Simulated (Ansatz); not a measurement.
Predict the output of the script below (Ansatz 0.2.0, Python API).

Script `n.py`:
```python
"""Move one atom of N step by step, each SCF seeded by the last."""

import warnings

import ansatz as az
from ase import Atoms
import numpy as np


def main() -> None:
    warnings.simplefilter("ignore", az.DeckWarning)

    atoms = Atoms(
        ["N", "N", "N", "N"],
        scaled_positions=[
            (0.904275, 0.904275, 0.0),
            (0.595725, 0.404275, 0.5),
            (0.095725, 0.095725, 0.0),
            (0.404275, 0.595725, 0.5),
        ],
        cell=[
            (4.084062, 0.0, 0.0),
            (0.0, 4.084062, 0.0),
            (0.0, 0.0, 5.345913),
        ],
        pbc=True,
    )
    structure = az.Crystal.from_ase(atoms)

    start = np.array(structure.resolved().sites[3].position)
    previous, rows = None, []
    for step in range(5):
        target = start + step * 0.005 * np.eye(3)[2]
        base = structure.move(3, to=target).calculation()
        base = base.occupations("fixed")
        base = base.functional("r2scan")
        base = base.kpoints(length=13).scf(tolerance=1e-08)
        base = base.pseudopotentials("paw").forces()
        session = base.session()
        if previous is not None:
            session.seed_next_step(previous)
        previous = session.plan(retain="density").execute()
        r = previous.report
        shift = float(np.linalg.norm((target - start) @ np.array(r["lattice"]["cell_ang"])))
        rows.append((step, shift, r["lagrangian_ev"], float(np.linalg.norm(r["forces_ev_ang"][3])), r["n_iterations"], r["n_symmetry_ops"]))
    rows = [(row[0], row[1], 1000 * (row[2] - rows[0][2]), *row[3:]) for row in rows]
    print("          step         moved A          dE meV  force on it eV/A      iterations  symmetry operations")
    for row in rows:
        print(f"{str(row[0]):>14s}  {row[1]:14.4f}  {row[2]:14.3f}  {row[3]:16.4f}  {row[4]:14d}  {row[5]:19d}")


if __name__ == "__main__":
    main()
```

Output of `python n.py`:
```text
          step         moved A          dE meV  force on it eV/A      iterations  symmetry operations
             0          0.0000           0.000            1.8196               6                   16
             1          0.0267           0.642            1.8639               7                    2
             2          0.0535           2.654            1.9962               7                    2
             3          0.0802           6.287            2.2143               7                    2
             4          0.1069          11.952            2.5150               7                    2
```

Reading the output:
- The k-point mesh is coarse, and energy and stress weren't tested for convergence.
- No spin polarisation was allowed.
- This isn't the structure that N takes at ambient conditions.
- The first step keeps the crystal's symmetry; the moved atom lowers it.
- Finished in 19 s on 1 thread of Arm Neoverse V1, with other jobs on the host, peak memory 0.5 GiB.
